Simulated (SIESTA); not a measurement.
Se2Br, 6 atoms in the cell. The cell holds a slab with vacuum, 6 atoms: a = 3.802 Å, b = 3.802 Å, c = 23.482 Å, α = 90.00°, β = 90.00°, γ = 90.00°. 

| Item | Value |
| --- | --- |
| Program | SIESTA 5.4.2 |
| Task | single point |
| Functional | WC |
| Potentials or basis | PseudoDojo 0.4 standard (PBEsol files) |
| Basis | DZP (energy shift 0.003 Ry; two zetas on semicore shells) |
| Grid cutoff | 500 Ry |
| Energy shift | 0.003 Ry |
| k mesh | 7 × 7 × 1 |
| Occupations | fermi-dirac, width 0.05 eV |
| Spin | no spin polarisation |
| dipole correction | yes |

Potentials or basis: PseudoDojo 0.4 standard (PBEsol files), DZP (energy shift 0.003 Ry; two zetas on semicore shells).

Launch:

```console
$ python run.py
```

Hardware: 1 thread of Arm Neoverse V2, on a shared host.

**Question.** How long does it take, and how much memory?

**Answer.** Run time: 39 s on 1 thread of Arm Neoverse V2, with other jobs on the host, peak memory 0.34 GiB. Counts: scf iterations 14, k points 25, bands 118.
